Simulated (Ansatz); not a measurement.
# SnO: the cost of one run

Program: Ansatz 0.2.0. Level of theory: DFT PBE+D3(BJ), scalar-relativistic, plane waves, PAW. These are calculated values, not measurements.

### 1 Starting point

Symmetry: P4/nmm, No. 129, tetragonal system. Conventional cell: a = 3.802 Å, b = 3.802 Å, c = 4.836 Å, α = 90.00°, β = 90.00°, γ = 90.00°. Sn (site symmetry 4mm) has 4 O at 2.22 Å as nearest neighbours. O (site symmetry -4m2) is surrounded by 4 Sn at 2.22 Å.

As a file:

```xyz
4
Lattice="3.8020 0.0000 0.0000 0.0000 3.8020 0.0000 0.0000 0.0000 4.8360" Properties=species:S:1:pos:R:3 pbc="T T T"
Sn    0.0000    1.9010    1.1534
Sn    1.9010    0.0000    3.6826
O     0.0000    0.0000    0.0000
O     1.9010    1.9010    0.0000
```

The structure comes from the Crystallography Open Database.

(A quick probe on a coarse mesh, which set the mesh and smearing, is not shown.)

### 3 The relaxation

File input.yaml:

```yaml
crystal:
  lattice:
    - [3.802, 0.0, 0.0]
    - [0.0, 3.802, 0.0]
    - [0.0, 0.0, 4.836]
  atoms:
    - { symbol: Sn, position: [0.0, 0.5, 0.2385] }
    - { symbol: Sn, position: [0.5, 0.0, 0.7615] }
    - { symbol: O, position: [0.0, 0.0, 0.0] }
    - { symbol: O, position: [0.5, 0.5, 0.0] }
basis:
  ecutwfc: 420
kpoints:
  mp_grid: { grid: [12, 12, 10] }
hamiltonian:
  xc: pbe
  dispersion: d3bj
scf:
  occupations: { method: gaussian, width: 0.1 }
output:
  forces: true
  stress: true
  eigenvalues: true
relax:
  adjacent_minimum: "off"
  f_tol: 0.005
  max_steps: 80
  cell: { stress_tol: 0.05 }
```

Started as:

```sh
ansatz run input.yaml --threads 2 --pin off --max-ram 5120MiB --backend cpu --events-out ev --progress --plain --runs-dir out
```

**Question.** How long does this run take on 2 threads of Arm Neoverse V1, shared host, and how much memory does it need?

About 58 s, with a peak of 0.51 GiB.
